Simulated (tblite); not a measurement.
# CH7GeO2Si: the cost of one run

Programs: tblite 0.8.0 and PySCF 2.14.0. All values are calculated, for the isolated system unless a continuum is named. Atoms count from 0, parts from 1.

### Step 1. The system as given

12 atoms, charge 0, multiplicity 2; geometry: distance geometry start.

### Step 2. Relaxing the cluster with GFN2-xTB

What the job is given:

```
{"job": {"kind": "relax", "xc": "GFN2-xTB", "basis": "xTB"}, "charge": 0, "multiplicity": 2}
Si    -0.474858    -0.575895    -0.019773
C     -2.119007     0.218466     0.372704
O      0.495210     0.361712    -1.046410
Ge     2.138629     0.409387    -0.305467
O     -0.774705    -2.141668    -0.629124
H      0.210867    -0.682174     1.302239
H     -2.472970     0.885858    -0.471465
H     -2.829621    -0.551750     0.574983
H     -2.008515     0.866144     1.247692
H      2.797361    -0.984583    -0.360416
H      3.066888     1.406309    -1.075392
H      1.975734     0.818620     1.184790
```

Method: GFN2-xTB geometry optimisation, gas phase.

Launch:

```
OMP_NUM_THREADS=1 python cluster_run.py task.json out
```

This one command runs all jobs of the session in turn.

Q: Estimate the wall time of this first job on 1 thread of Intel Xeon Platinum 8488C, shared host.

About 3.4 s.
